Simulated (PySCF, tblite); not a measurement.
# C₄H₁₀BFS: geometry, infrared bands and NMR shifts

Aim: predict the infrared bands and NMR shifts of C₄H₁₀BFS (`CC(C)BSCF`).

Computed with tblite 0.8.0 and PySCF 2.14.0, with density-fitted response routines of our own, on a single molecule in the gas phase. Atoms count from 0, in the outputs and in this text.

### 1 The starting structure

17 atoms, charge 0, multiplicity 1; geometry from: force field or distance geometry start.

Bonds of the start (Å): C0–C1 1.50, C1–C2 1.52, C1–B3 1.59, B3–S4 1.88, S4–C5 1.82, C5–F6 1.37, C0–H7 1.11, C0–H8 1.12, C0–H9 1.11, C1–H10 1.10, C2–H11 1.11, C2–H12 1.10, C2–H13 1.10, B3–H14 1.18, C5–H15 1.12, C5–H16 1.13.

### 2 Geometry optimisation with GFN2-xTB

What the job is given:

```
{"job": {"kind": "relax", "xc": "GFN2-xTB", "basis": "xTB"}, "charge": 0, "multiplicity": 1}
C     -2.239400    -0.874400     0.118700
C     -0.913000    -0.201400    -0.089200
C     -0.879600     1.145000     0.624500
B      0.295700    -1.063800     0.469300
S      1.736200    -0.114900     1.215800
C      2.927400     0.418000    -0.046300
F      2.953300    -0.381600    -1.156200
H     -2.265100    -1.470700     1.053400
H     -2.999700    -0.054500     0.153600
H     -2.547200    -1.518700    -0.730100
H     -0.778100     0.025100    -1.161700
H     -0.412100     0.973400     1.617800
H     -0.210300     1.797800     0.053000
H     -1.907900     1.539200     0.708800
H      0.558600    -2.075500    -0.088300
H      2.742300     1.474600    -0.358900
H      3.932000     0.394400     0.465700
```

On the command line:

```bash
$ OMP_NUM_THREADS=1 python probes_run.py task.json out
```

This one command runs all jobs of the session in turn.

**Question.** This job is followed by: GFN2-xTB harmonic vibrations, gas phase; GIAO PBE0/pcSseg-1 NMR shielding, non-relativistic, gas phase. Predict these results of the whole session: strongest single infrared mode (GFN2-xTB); zero-point energy (GFN2-xTB); 13C shifts against TMS (PBE0/pcSseg-1, means over atoms taken as alike); 1H shifts against TMS (PBE0/pcSseg-1, means over atoms taken as alike); 11B shifts against BF3·OEt2 (PBE0/pcSseg-1); 33S shifts against CS2 (PBE0/pcSseg-1); 19F shifts against CFCl3 (PBE0/pcSseg-1).

**Answer**, as computed:

| quantity | value |
| --- | --- |
| strongest single infrared mode (GFN2-xTB) | 1039 cm⁻¹, 116 km/mol |
| zero-point energy (GFN2-xTB) | 85.2 kcal/mol |
| 13C shifts against TMS (PBE0/pcSseg-1, means over atoms taken as alike) | 90.3, 28.5, 20.2 ppm |
| 1H shifts against TMS (PBE0/pcSseg-1, means over atoms taken as alike) | 7.68, 5.83, 1.76, 1.15 ppm |
| 11B shifts against BF3·OEt2 (PBE0/pcSseg-1) | 74.8 ppm |
| 33S shifts against CS2 (PBE0/pcSseg-1) | 151 ppm |
| 19F shifts against CFCl3 (PBE0/pcSseg-1) | -217.5 ppm |

Relaxing lowered the energy by 1.435 eV in 129 steps; the close pair that moved most is B3–S4, from 1.880 to 1.767 Å. All 45 modes are real, so the xTB geometry is a minimum. The strongest single mode, at 1039 cm⁻¹, moves mainly C5 and F6. Unscaled tight-binding wavenumbers are off by several per cent, some by more. Its intensities can rank the bands wrongly. The most deshielded carbon is C5 (sp3 CH2 bonded to F and S), at 90.3 ppm: deshielded by the electronegative neighbour. At PBE0/pcSseg-1: The widest tensor belongs to S4: span 394 ppm, with a paramagnetic part of -707 ppm.
